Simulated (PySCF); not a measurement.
# C3H5F3Si: electronic excitations at several levels of theory

How much do the electronic excitations of C3H5F3Si (`FC(F)[C@@]1(F)C[SiH2]1`) depend on the level of theory, and what does each level cost?

Computed with PySCF 2.14.0, with density-fitted response routines of our own, on a single molecule in the gas phase. Atoms count from 0, in the outputs and in this text.

## Step 1: The molecule as given

12 atoms, charge 0, multiplicity 1; geometry from: PBE0-D3(BJ)/def2-SVP.

Bonds of the start (Å): F0–C1 1.35, C1–F2 1.36, C1–C3 1.50, C3–F4 1.37, C3–C5 1.52, C5–Si6 1.87, Si6–C3 1.88, C1–H7 1.11, C5–H8 1.10, C5–H9 1.10, Si6–H10 1.48, Si6–H11 1.48.

## Step 2: Excited states and response: HF/def2-SVPD

Job settings and geometry (Å):

```
{"job": {"kind": "uv", "xc": "HF", "basis": "def2-SVPD", "ip": true}, "charge": 0, "multiplicity": 1}
F     -2.095508    -1.284889    -0.269727
C     -1.516597    -0.075370    -0.160270
F     -1.617042     0.325734     1.130739
C     -0.064693    -0.138961    -0.543466
F      0.047199    -0.414989    -1.877297
C      0.844598     0.973316    -0.041319
Si     1.271266    -0.708539     0.656658
H     -2.076418     0.634992    -0.796965
H      1.509377     1.375817    -0.814069
H      0.386115     1.742341     0.590072
H      0.920892    -1.045885     2.055003
H      2.433338    -1.409446     0.064315
```

With the program's defaults for keys left out, this is: TDDFT HF/def2-SVPD, vertical, gas phase, core orbitals frozen in the response.

The run is started by

```sh
$ OMP_NUM_THREADS=1 python probes_run.py task.json out
```

The driver reads the jobs from task.json and runs them one after another.

What it wrote:

```text
final grid: 107224 points
cycle   1  E = -703.1286079215  dE =  1.260e+00  |g| = 8.649e-01  |ddm| = 4.459e+00
cycle   2  E = -703.2573267264  dE = -1.287e-01  |g| = 5.261e-01  |ddm| = 1.786e+00
cycle   3  E = -703.3069677288  dE = -4.964e-02  |g| = 7.652e-02  |ddm| = 6.135e-01
cycle   4  E = -703.3091338259  dE = -2.166e-03  |g| = 2.052e-02  |ddm| = 2.305e-01
cycle   5  E = -703.3092861583  dE = -1.523e-04  |g| = 4.793e-03  |ddm| = 6.284e-02
cycle   6  E = -703.3092988923  dE = -1.273e-05  |g| = 1.871e-03  |ddm| = 1.807e-02
cycle   7  E = -703.3093007318  dE = -1.839e-06  |g| = 6.252e-04  |ddm| = 6.302e-03
cycle   8  E = -703.3093009688  dE = -2.370e-07  |g| = 1.727e-04  |ddm| = 2.563e-03
cycle   9  E = -703.3093009923  dE = -2.347e-08  |g| = 4.912e-05  |ddm| = 9.366e-04
cycle  10  E = -703.3093009944  dE = -2.110e-09  |g| = 1.973e-05  |ddm| = 2.742e-04
cycle  11  E = -703.3093009947  dE = -3.006e-10  |g| = 6.949e-06  |ddm| = 9.581e-05
converged SCF energy = -703.3093009947

Static polarisability (au): isotropic 60.125, principal 54.108 56.671 69.598

Singlet excitations
state   eV       nm        f      main configurations
  1   7.3832    167.9   0.32138   H->L 0.68, H->L+1 0.19
  2   7.4405    166.6   0.01454   H->L+6 0.51, H->L+4 0.12
  3   8.2156    150.9   0.00689   H-1->L 0.26, H->L+5 0.11, H-1->L+1 0.10
  4   8.2707    149.9   0.00746   H->L+2 0.39, H->L+3 0.38
  5   8.3673    148.2   0.03952   H->L+1 0.64, H->L 0.19
  6   9.0849    136.5   0.02634   H-1->L+6 0.37, H->L+4 0.09, H-1->L+4 0.08
  7   9.2679    133.8   0.01465   H->L+5 0.39, H-1->L 0.17, H->L+4 0.12
  8   9.4430    131.3   0.07794   H->L+2 0.18, H->L+5 0.18, H->L+3 0.17
  9   9.6451    128.5   0.03031   H->L+3 0.21, H-2->L 0.18, H->L+2 0.13
 10   9.6703    128.2   0.00557   H-2->L 0.30, H-2->L+1 0.15

Triplet excitations (Tamm-Dancoff, eV): 5.3951 6.6279 6.8432 7.9809
Vertical ionisation energy (delta-SCF) = 8.9141 eV
```

Run time: 20 s. Hardware: 1 thread of Arm Neoverse V1, shared host; peak memory 0.73 GiB.

Frontier orbitals and where they lie:

| orbital | eV | atoms |
| --- | --- | --- |
| HOMO−3 | -14.56 | C1 19 %, F0 17 %, C3 14 % |
| HOMO−2 | -13.81 | Si6 39 %, H11 25 %, H10 23 % |
| HOMO−1 | -12.12 | C5 33 %, C3 24 %, Si6 15 % |
| HOMO | -10.23 | Si6 27 %, C3 26 %, C5 22 % |
| LUMO | 2.24 | Si6 43 %, C5 14 %, H10 9 % |
| LUMO+1 | 2.58 | Si6 51 %, H11 12 %, H10 12 % |
| LUMO+2 | 3.06 | Si6 20 %, C1 18 %, H7 10 % |

With each of the 10 states as a Gaussian band of 0.4 eV half-width at 1/e, the curve within the window shown has maxima at 168 nm (ε 14,000), 149 nm (ε 2,200), 131 nm (ε 5,200) L/(mol cm). Beyond the last state computed it falls off for lack of states. The curve at chosen wavelengths:

(nm, ε (L/mol/cm)): (124, 1352), (126, 2705), (129, 4738), (131, 5240), (133, 4837), (136, 3299), (138, 2316), (140, 1713), (143, 1629), (145, 1902), (147, 2155), (150, 2187), (152, 2093), (154, 2233), (156, 2941), (159, 5478), (161, 7968), (163, 10552), (166, 13231), (168, 13560), (170, 12646), (173, 9670), (175, 7314), (177, 5137), (180, 2662), (182, 1588)

Further results of this job:

| property | computed |
| --- | --- |
| dipole moment (D) | 2.34 |
| polarisability (Å³) | 8.91 |
| HOMO–LUMO gap (eV) | 12.47 |
| −ε(HOMO) (eV) | 10.23 |

## Step 3: Ultraviolet spectrum: LDA/def2-SVPD

The job, as its differences from that of step 2:

```diff
@@ -1,2 +1,2 @@
-{"job": {"kind": "uv", "xc": "HF", "basis": "def2-SVPD", "ip": true}, "charge": 0, "multiplicity": 1}
+{"job": {"kind": "uv", "xc": "LDA", "basis": "def2-SVPD", "ip": true}, "charge": 0, "multiplicity": 1}
 F     -2.095508    -1.284889    -0.269727
```

Level: TDDFT LDA/def2-SVPD, vertical, gas phase, core orbitals frozen in the response.

What it wrote:

```text
coarse grid: 11240 points
cycle   1  E = -701.6476968805  dE =  7.797e-01  |g| = 6.827e-01  |ddm| = 4.645e+00
cycle   2  E = -701.4079579509  dE =  2.397e-01  |g| = 1.292e+00  |ddm| = 2.000e+00
cycle   3  E = -701.7385949135  dE = -3.306e-01  |g| = 7.449e-02  |ddm| = 1.317e+00
cycle   4  E = -701.7396348164  dE = -1.040e-03  |g| = 3.980e-02  |ddm| = 1.892e-01
cycle   5  E = -701.7399485573  dE = -3.137e-04  |g| = 1.393e-02  |ddm| = 5.877e-02
cycle   6  E = -701.7399833788  dE = -3.482e-05  |g| = 3.325e-03  |ddm| = 2.096e-02
cycle   7  E = -701.7399857838  dE = -2.405e-06  |g| = 9.020e-04  |ddm| = 6.332e-03
final grid: 107224 points
cycle   8  E = -701.8095862452  dE = -4.561e-05  |g| = 5.243e-03  |ddm| = 8.945e-02
cycle   9  E = -701.8095717829  dE =  1.446e-05  |g| = 1.058e-02  |ddm| = 1.279e-02
cycle  10  E = -701.8095907868  dE = -1.900e-05  |g| = 6.491e-04  |ddm| = 8.827e-03
cycle  11  E = -701.8095908525  dE = -6.569e-08  |g| = 4.035e-04  |ddm| = 1.269e-03
cycle  12  E = -701.8095908931  dE = -4.065e-08  |g| = 6.488e-05  |ddm| = 5.359e-04
cycle  13  E = -701.8095908938  dE = -7.303e-10  |g| = 3.206e-05  |ddm| = 1.014e-04
cycle  14  E = -701.8095908940  dE = -1.867e-10  |g| = 7.637e-06  |ddm| = 3.737e-05
converged SCF energy = -701.8095908940

Static polarisability (au): isotropic 69.937, principal 62.089 65.883 81.841

Singlet excitations
state   eV       nm        f      main configurations
  1   5.8070    213.5   0.15905   H->L 0.78, H->L+1 0.09
  2   5.9690    207.7   0.01450   H->L+1 0.90
  3   6.2613    198.0   0.00177   H->L+2 0.93
  4   6.5120    190.4   0.03508   H-1->L 0.47, H->L+3 0.39
  5   6.6044    187.7   0.02928   H->L+3 0.48, H-1->L 0.47
  6   7.0172    176.7   0.00103   H-1->L+1 0.97
  7   7.0550    175.7   0.01483   H->L+4 0.85
  8   7.2022    172.1   0.01544   H->L+5 0.96
  9   7.3264    169.2   0.01706   H->L+6 0.94
 10   7.4023    167.5   0.01444   H-1->L+2 0.89

Triplet excitations (Tamm-Dancoff, eV): 4.7758 5.5200 5.9736 6.1247
Vertical ionisation energy (delta-SCF) = 9.4994 eV
Vertical electron affinity (delta-SCF) = -0.9001 eV
```

It took 92 s on 1 thread of Arm Neoverse V1, shared host; peak memory 0.58 GiB.

Key values: HOMO -6.42 eV, LUMO -1.27 eV; lowest singlet 5.81 eV.

## Step 4: TDDFT and polarisability: PBE/def2-SVPD

The job, as its differences from that of step 3:

```diff
@@ -1,2 +1,2 @@
-{"job": {"kind": "uv", "xc": "LDA", "basis": "def2-SVPD", "ip": true}, "charge": 0, "multiplicity": 1}
+{"job": {"kind": "uv", "xc": "PBE", "basis": "def2-SVPD", "ip": true}, "charge": 0, "multiplicity": 1}
 F     -2.095508    -1.284889    -0.269727
```

Level: TDDFT PBE/def2-SVPD, vertical, gas phase, core orbitals frozen in the response.

What it wrote:

```text
coarse grid: 11240 points
cycle   1  E = -705.1159493903  dE =  7.953e-01  |g| = 7.244e-01  |ddm| = 4.610e+00
cycle   2  E = -704.8608910282  dE =  2.551e-01  |g| = 1.359e+00  |ddm| = 2.031e+00
cycle   3  E = -705.2150488264  dE = -3.542e-01  |g| = 7.636e-02  |ddm| = 1.345e+00
cycle   4  E = -705.2159805370  dE = -9.317e-04  |g| = 4.588e-02  |ddm| = 1.736e-01
cycle   5  E = -705.2163658975  dE = -3.854e-04  |g| = 1.259e-02  |ddm| = 5.746e-02
cycle   6  E = -705.2163986446  dE = -3.275e-05  |g| = 3.449e-03  |ddm| = 2.135e-02
cycle   7  E = -705.2164012927  dE = -2.648e-06  |g| = 1.218e-03  |ddm| = 5.889e-03
final grid: 107224 points
cycle   8  E = -705.3389592046  dE = -3.470e-05  |g| = 1.353e-02  |ddm| = 1.080e-01
cycle   9  E = -705.3388395142  dE =  1.197e-04  |g| = 2.820e-02  |ddm| = 3.940e-02
cycle  10  E = -705.3389947776  dE = -1.553e-04  |g| = 1.712e-03  |ddm| = 2.801e-02
cycle  11  E = -705.3389955062  dE = -7.286e-07  |g| = 5.930e-04  |ddm| = 2.970e-03
cycle  12  E = -705.3389955786  dE = -7.241e-08  |g| = 1.494e-04  |ddm| = 7.551e-04
cycle  13  E = -705.3389955829  dE = -4.268e-09  |g| = 3.482e-05  |ddm| = 2.194e-04
cycle  14  E = -705.3389955831  dE = -2.103e-10  |g| = 1.632e-05  |ddm| = 5.918e-05
converged SCF energy = -705.3389955831

Static polarisability (au): isotropic 69.225, principal 61.520 65.172 80.984

Singlet excitations
state   eV       nm        f      main configurations
  1   5.7937    214.0   0.16481   H->L 0.83
  2   6.0027    206.5   0.00877   H->L+1 0.94
  3   6.2479    198.4   0.00024   H->L+2 0.95
  4   6.4978    190.8   0.03245   H-1->L 0.55, H->L+3 0.32
  5   6.5863    188.2   0.03023   H->L+3 0.56, H-1->L 0.39
  6   6.9688    177.9   0.01585   H->L+4 0.86
  7   7.0487    175.9   0.00143   H-1->L+1 0.98
  8   7.1197    174.1   0.01271   H->L+5 0.93
  9   7.2617    170.7   0.01620   H->L+6 0.96
 10   7.3780    168.0   0.02275   H-1->L+2 0.87

Triplet excitations (Tamm-Dancoff, eV): 4.6507 5.4710 5.8411 6.0696
Vertical ionisation energy (delta-SCF) = 9.2964 eV
```

It took 1.7 min on 1 thread of Arm Neoverse V1, shared host; peak memory 0.66 GiB.

This run: HOMO -6.27 eV, LUMO -1.09 eV; lowest singlet 5.79 eV.

## Step 5: TDDFT and polarisability: B3LYP/def2-SVPD

The job, as its differences from that of step 4:

```diff
@@ -1,2 +1,2 @@
-{"job": {"kind": "uv", "xc": "PBE", "basis": "def2-SVPD", "ip": true}, "charge": 0, "multiplicity": 1}
+{"job": {"kind": "uv", "xc": "B3LYP", "basis": "def2-SVPD", "ip": true}, "charge": 0, "multiplicity": 1}
 F     -2.095508    -1.284889    -0.269727
```

Level: TDDFT B3LYP/def2-SVPD, vertical, gas phase, core orbitals frozen in the response.

What it wrote:

```text
coarse grid: 11240 points
cycle   1  E = -705.7381086788  dE =  8.771e-01  |g| = 7.569e-01  |ddm| = 4.441e+00
cycle   2  E = -705.6091343370  dE =  1.290e-01  |g| = 1.167e+00  |ddm| = 1.710e+00
cycle   3  E = -705.8402676666  dE = -2.311e-01  |g| = 6.765e-02  |ddm| = 1.016e+00
cycle   4  E = -705.8406872609  dE = -4.196e-04  |g| = 4.514e-02  |ddm| = 1.199e-01
cycle   5  E = -705.8411867899  dE = -4.995e-04  |g| = 7.210e-03  |ddm| = 6.251e-02
cycle   6  E = -705.8411985755  dE = -1.179e-05  |g| = 1.673e-03  |ddm| = 1.135e-02
cycle   7  E = -705.8411990347  dE = -4.592e-07  |g| = 5.781e-04  |ddm| = 1.969e-03
final grid: 107224 points
cycle   8  E = -705.9356198065  dE = -3.064e-05  |g| = 6.782e-03  |ddm| = 7.847e-02
cycle   9  E = -705.9356057959  dE =  1.401e-05  |g| = 1.115e-02  |ddm| = 1.679e-02
cycle  10  E = -705.9356282106  dE = -2.241e-05  |g| = 4.487e-04  |ddm| = 9.868e-03
cycle  11  E = -705.9356282500  dE = -3.939e-08  |g| = 2.252e-04  |ddm| = 8.705e-04
cycle  12  E = -705.9356282600  dE = -1.002e-08  |g| = 5.110e-05  |ddm| = 2.611e-04
cycle  13  E = -705.9356282605  dE = -4.716e-10  |g| = 1.709e-05  |ddm| = 1.014e-04
converged SCF energy = -705.9356282605

Static polarisability (au): isotropic 66.434, principal 59.312 62.580 77.411

Singlet excitations
state   eV       nm        f      main configurations
  1   6.1983    200.0   0.20184   H->L 0.91
  2   6.4043    193.6   0.00650   H->L+1 0.64, H->L+2 0.33
  3   6.7001    185.0   0.00163   H->L+2 0.60, H->L+1 0.30
  4   6.9279    179.0   0.03376   H->L+3 0.75, H-1->L 0.10
  5   7.0508    175.8   0.01535   H-1->L 0.79, H->L+3 0.13
  6   7.4717    165.9   0.02538   H->L+4 0.83
  7   7.6269    162.6   0.00221   H-1->L+1 0.58, H-1->L+2 0.27, H->L+5 0.09
  8   7.6375    162.3   0.03029   H->L+5 0.81
  9   7.7844    159.3   0.01858   H->L+6 0.93
 10   8.0511    154.0   0.02486   H-1->L+2 0.58, H-1->L+1 0.29, H-1->L+3 0.11

Triplet excitations (Tamm-Dancoff, eV): 4.9365 5.8733 6.2035 6.5299
Vertical ionisation energy (delta-SCF) = 9.5550 eV
```

Wall time 59 s (1 thread of Arm Neoverse V1, shared host); peak memory 0.84 GiB.

In short: HOMO -7.28 eV, LUMO -0.55 eV; lowest singlet 6.20 eV.

## Step 6: Ultraviolet spectrum: PBE0/def2-SVPD

The job, as its differences from that of step 5:

```diff
@@ -1,2 +1,2 @@
-{"job": {"kind": "uv", "xc": "B3LYP", "basis": "def2-SVPD", "ip": true}, "charge": 0, "multiplicity": 1}
+{"job": {"kind": "uv", "xc": "PBE0", "basis": "def2-SVPD", "ip": true}, "charge": 0, "multiplicity": 1}
 F     -2.095508    -1.284889    -0.269727
```

Method: TDDFT PBE0/def2-SVPD, vertical, gas phase, core orbitals frozen in the response.

What it wrote:

```text
coarse grid: 11240 points
cycle   1  E = -705.1916140920  dE =  8.967e-01  |g| = 7.150e-01  |ddm| = 4.502e+00
cycle   2  E = -705.1048157832  dE =  8.680e-02  |g| = 1.029e+00  |ddm| = 1.589e+00
cycle   3  E = -705.2835143452  dE = -1.787e-01  |g| = 6.239e-02  |ddm| = 9.379e-01
cycle   4  E = -705.2839454576  dE = -4.311e-04  |g| = 3.908e-02  |ddm| = 1.157e-01
cycle   5  E = -705.2843289302  dE = -3.835e-04  |g| = 6.517e-03  |ddm| = 5.772e-02
cycle   6  E = -705.2843384324  dE = -9.502e-06  |g| = 1.467e-03  |ddm| = 1.052e-02
final grid: 107224 points
cycle   7  E = -705.3758126762  dE = -2.936e-05  |g| = 8.067e-03  |ddm| = 7.549e-02
cycle   8  E = -705.3757950125  dE =  1.766e-05  |g| = 1.256e-02  |ddm| = 2.117e-02
cycle   9  E = -705.3758262232  dE = -3.121e-05  |g| = 6.336e-04  |ddm| = 1.249e-02
cycle  10  E = -705.3758263059  dE = -8.274e-08  |g| = 1.847e-04  |ddm| = 9.545e-04
cycle  11  E = -705.3758263122  dE = -6.333e-09  |g| = 5.718e-05  |ddm| = 2.465e-04
cycle  12  E = -705.3758263128  dE = -5.982e-10  |g| = 2.108e-05  |ddm| = 9.893e-05
converged SCF energy = -705.3758263128

Static polarisability (au): isotropic 65.878, principal 58.784 62.086 76.764

Singlet excitations
state   eV       nm        f      main configurations
  1   6.3314    195.8   0.21263   H->L 0.90
  2   6.4436    192.4   0.00908   H->L+1 0.84, H->L+2 0.10
  3   6.8760    180.3   0.00321   H->L+2 0.73, H->L+3 0.14, H->L+1 0.09
  4   7.1167    174.2   0.03220   H->L+3 0.71, H->L+2 0.16
  5   7.2261    171.6   0.01437   H-1->L 0.79, H->L+3 0.10
  6   7.6844    161.3   0.02422   H->L+4 0.71, H-1->L+1 0.10
  7   7.7243    160.5   0.00510   H-1->L+1 0.77, H->L+4 0.09
  8   7.9073    156.8   0.03429   H->L+5 0.82, H->L+4 0.08
  9   8.0139    154.7   0.02212   H->L+6 0.89
 10   8.3030    149.3   0.01287   H-1->L+2 0.78, H-1->L+3 0.12, H-1->L+1 0.09

Triplet excitations (Tamm-Dancoff, eV): 4.9231 5.8283 6.2948 6.6420
Vertical ionisation energy (delta-SCF) = 9.5179 eV
```

Wall time 57 s (1 thread of Arm Neoverse V1, shared host); peak memory 0.84 GiB.

In short: HOMO -7.46 eV, LUMO -0.30 eV; lowest singlet 6.33 eV.

## Step 7: Excited states and response: BHandHLYP/def2-SVPD

The job, as its differences from that of step 6:

```diff
@@ -1,2 +1,2 @@
-{"job": {"kind": "uv", "xc": "PBE0", "basis": "def2-SVPD", "ip": true}, "charge": 0, "multiplicity": 1}
+{"job": {"kind": "uv", "xc": "BHandHLYP", "basis": "def2-SVPD", "ip": true}, "charge": 0, "multiplicity": 1}
 F     -2.095508    -1.284889    -0.269727
```

Level: TDDFT BHandHLYP/def2-SVPD, vertical, gas phase, core orbitals frozen in the response.

What it wrote:

```text
coarse grid: 11240 points
cycle   1  E = -705.5491801904  dE =  1.014e+00  |g| = 7.715e-01  |ddm| = 4.301e+00
cycle   2  E = -705.5437332953  dE =  5.447e-03  |g| = 8.531e-01  |ddm| = 1.556e+00
cycle   3  E = -705.6634774832  dE = -1.197e-01  |g| = 5.893e-02  |ddm| = 7.832e-01
cycle   4  E = -705.6640765911  dE = -5.991e-04  |g| = 2.966e-02  |ddm| = 1.054e-01
cycle   5  E = -705.6642817873  dE = -2.052e-04  |g| = 7.448e-03  |ddm| = 4.919e-02
cycle   6  E = -705.6642951352  dE = -1.335e-05  |g| = 1.504e-03  |ddm| = 1.136e-02
cycle   7  E = -705.6642956119  dE = -4.767e-07  |g| = 4.969e-04  |ddm| = 2.471e-03
final grid: 107224 points
cycle   8  E = -705.7260260328  dE = -1.489e-05  |g| = 3.377e-03  |ddm| = 4.625e-02
cycle   9  E = -705.7260255438  dE =  4.890e-07  |g| = 3.889e-03  |ddm| = 8.064e-03
cycle  10  E = -705.7260281413  dE = -2.598e-06  |g| = 1.421e-04  |ddm| = 3.286e-03
cycle  11  E = -705.7260281452  dE = -3.849e-09  |g| = 1.060e-04  |ddm| = 4.176e-04
cycle  12  E = -705.7260281474  dE = -2.212e-09  |g| = 1.667e-05  |ddm| = 1.402e-04
cycle  13  E = -705.7260281475  dE = -6.003e-11  |g| = 5.708e-06  |ddm| = 4.167e-05
converged SCF energy = -705.7260281475

Static polarisability (au): isotropic 63.344, principal 56.778 59.712 73.543

Singlet excitations
state   eV       nm        f      main configurations
  1   6.7240    184.4   0.25362   H->L 0.96
  2   6.8459    181.1   0.00505   H->L+3 0.89
  3   7.3430    168.8   0.00456   H->L+1 0.47, H->L+2 0.34, H->L+4 0.12
  4   7.5181    164.9   0.03276   H->L+2 0.52, H->L+1 0.38
  5   7.6377    162.3   0.00290   H-1->L 0.69, H->L+5 0.12
  6   8.1774    151.6   0.03720   H->L+4 0.36, H->L+5 0.25, H-1->L 0.19
  7   8.2813    149.7   0.00706   H-1->L+3 0.68, H->L+6 0.12
  8   8.4259    147.1   0.04976   H->L+5 0.43, H->L+4 0.34
  9   8.5449    145.1   0.01974   H->L+6 0.65, H-1->L+3 0.09
 10   8.9209    139.0   0.00257   H-1->L+1 0.31, H->L+7 0.28, H-1->L+2 0.22

Triplet excitations (Tamm-Dancoff, eV): 5.2234 6.2394 6.6045 7.1411
Vertical ionisation energy (delta-SCF) = 9.6048 eV
```

Run time: 60 s. Hardware: 1 thread of Arm Neoverse V1, shared host; peak memory 0.84 GiB.

This run: HOMO -8.58 eV, LUMO 0.44 eV; lowest singlet 6.72 eV.

## Step 8: TDDFT and polarisability: CAM-B3LYP/def2-SVPD

The job, as its differences from that of step 7:

```diff
@@ -1,2 +1,2 @@
-{"job": {"kind": "uv", "xc": "BHandHLYP", "basis": "def2-SVPD", "ip": true}, "charge": 0, "multiplicity": 1}
+{"job": {"kind": "uv", "xc": "CAM-B3LYP", "basis": "def2-SVPD", "ip": true}, "charge": 0, "multiplicity": 1}
 F     -2.095508    -1.284889    -0.269727
```

Method: TDDFT CAM-B3LYP/def2-SVPD, vertical, gas phase, core orbitals frozen in the response.

What it wrote:

```text
coarse grid: 11240 points
cycle   1  E = -705.5755613711  dE =  1.014e+00  |g| = 7.953e-01  |ddm| = 4.280e+00
cycle   2  E = -705.5338428487  dE =  4.172e-02  |g| = 1.001e+00  |ddm| = 1.596e+00
cycle   3  E = -705.6936545708  dE = -1.598e-01  |g| = 6.395e-02  |ddm| = 8.318e-01
cycle   4  E = -705.6943094561  dE = -6.549e-04  |g| = 3.194e-02  |ddm| = 1.093e-01
cycle   5  E = -705.6945384890  dE = -2.290e-04  |g| = 8.482e-03  |ddm| = 5.092e-02
cycle   6  E = -705.6945544884  dE = -1.600e-05  |g| = 2.364e-03  |ddm| = 1.281e-02
cycle   7  E = -705.6945554673  dE = -9.789e-07  |g| = 6.464e-04  |ddm| = 2.913e-03
final grid: 107224 points
cycle   8  E = -705.7903883261  dE = -2.517e-05  |g| = 4.923e-03  |ddm| = 4.634e-02
cycle   9  E = -705.7903859661  dE =  2.360e-06  |g| = 6.347e-03  |ddm| = 1.051e-02
cycle  10  E = -705.7903926175  dE = -6.651e-06  |g| = 2.039e-04  |ddm| = 4.775e-03
cycle  11  E = -705.7903926238  dE = -6.391e-09  |g| = 1.592e-04  |ddm| = 5.186e-04
cycle  12  E = -705.7903926286  dE = -4.737e-09  |g| = 3.014e-05  |ddm| = 1.949e-04
cycle  13  E = -705.7903926288  dE = -1.805e-10  |g| = 1.022e-05  |ddm| = 6.172e-05
converged SCF energy = -705.7903926288

Static polarisability (au): isotropic 65.165, principal 58.499 61.510 75.486

Singlet excitations
state   eV       nm        f      main configurations
  1   6.5388    189.6   0.22491   H->L 0.92
  2   6.6354    186.9   0.00837   H->L+3 0.80, H->L+2 0.09
  3   7.1102    174.4   0.00430   H->L+1 0.46, H->L+2 0.29, H->L+4 0.12
  4   7.3386    168.9   0.02429   H->L+1 0.43, H->L+2 0.30, H-1->L 0.17
  5   7.4222    167.0   0.01530   H-1->L 0.60, H->L+2 0.17, H->L+5 0.12
  6   7.9175    156.6   0.01944   H-1->L+3 0.49, H->L+4 0.14, H->L+5 0.11
  7   7.9817    155.3   0.02186   H-1->L+3 0.28, H->L+4 0.24, H->L+5 0.23
  8   8.2173    150.9   0.03675   H->L+6 0.35, H->L+5 0.27, H->L+4 0.20
  9   8.3154    149.1   0.02461   H->L+6 0.43, H->L+4 0.21, H->L+5 0.18
 10   8.5985    144.2   0.00714   H-1->L+1 0.49, H-1->L+2 0.26

Triplet excitations (Tamm-Dancoff, eV): 5.1301 6.0654 6.5083 6.9078
Vertical ionisation energy (delta-SCF) = 9.6525 eV
```

It took 71 s on 1 thread of Arm Neoverse V1, shared host; peak memory 0.98 GiB.

In short: HOMO -8.81 eV, LUMO 0.59 eV; lowest singlet 6.54 eV.

[end of part 1 of 2]
